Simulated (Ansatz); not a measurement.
CH6BBrSi, SMILES B[SiH](C)Br, vertical spin-state energies

With Ansatz's Python interface.

The cells in order, each with its output:

```python
import ansatz as az

ch6bbrsi = (
    az.Crystal.molecule()
    .atom("B", [-0.8537, 1.4202, -0.398])
    .atom("Si", [0.0826, -0.1859, -0.6731])
    .atom("C", [0.6717, -0.8088, 0.9599])
    .atom("Br", [-1.1929, -1.7166, -1.6075])
    .atom("H", [-1.3772, 2.013, -1.3542])
    .atom("H", [-1.0304, 1.9257, 0.6753])
    .atom("H", [1.2569, 0.0705, -1.5572])
    .atom("H", [-0.1194, -0.9836, 1.6385])
    .atom("H", [1.2729, -1.7359, 0.8629])
    .atom("H", [1.3726, -0.0497, 1.4562])
)
```

```python
calculation = (
    ch6bbrsi.calculation()
    .basis(gaussian="def2-SVPD")
    .functional("HF")  # exchange and correlation
)
found = {}
for unpaired in [0, 2]:
    rep = calculation.spin("collinear", total=unpaired).run().report
    s = unpaired / 2
    found[unpaired] = rep["free_energy_ev"]
    print(f"2S+1 = {unpaired + 1}: E = {found[unpaired]:.5f} eV, <S^2> = {abs(rep['mean_field']['state']['spin_squared']):.3f} (pure state {s * (s + 1):.2f})")
lowest = min(found, key=found.get)
for unpaired, e in found.items():
    print(f"multiplicity {unpaired + 1}: {96.485332 * (e - found[lowest]):.1f} kJ/mol above the lowest")
```

    2S+1 = 1: E = -79646.57783 eV, <S^2> = 0.000 (pure state 0.00)
    2S+1 = 3: E = -79643.35357 eV, <S^2> = 2.014 (pure state 2.00)
    multiplicity 1: 0.0 kJ/mol above the lowest
    multiplicity 3: 311.1 kJ/mol above the lowest

In order: multiplicity 1 (+0.00 eV) and multiplicity 3 (+3.22 eV), all at the one geometry.

Reading the output:
- These settings explore the input space; basis and method may be short of convergence.
- The geometry is a force-field or estimated start, not a minimum of this method, and the basis set is short of its limit. All parts are taken at fixed geometry, without zero-point energy.
- Hartree-Fock leaves correlation out, so it favours high-spin states too much.
- Run time: 19 s on 1 thread of Intel(R) Xeon(R) Platinum 8488C (Sapphire Rapids) (shared host), peak memory 0.55 GiB.

(Lines on the test bed's own set-up are left out of the output.)
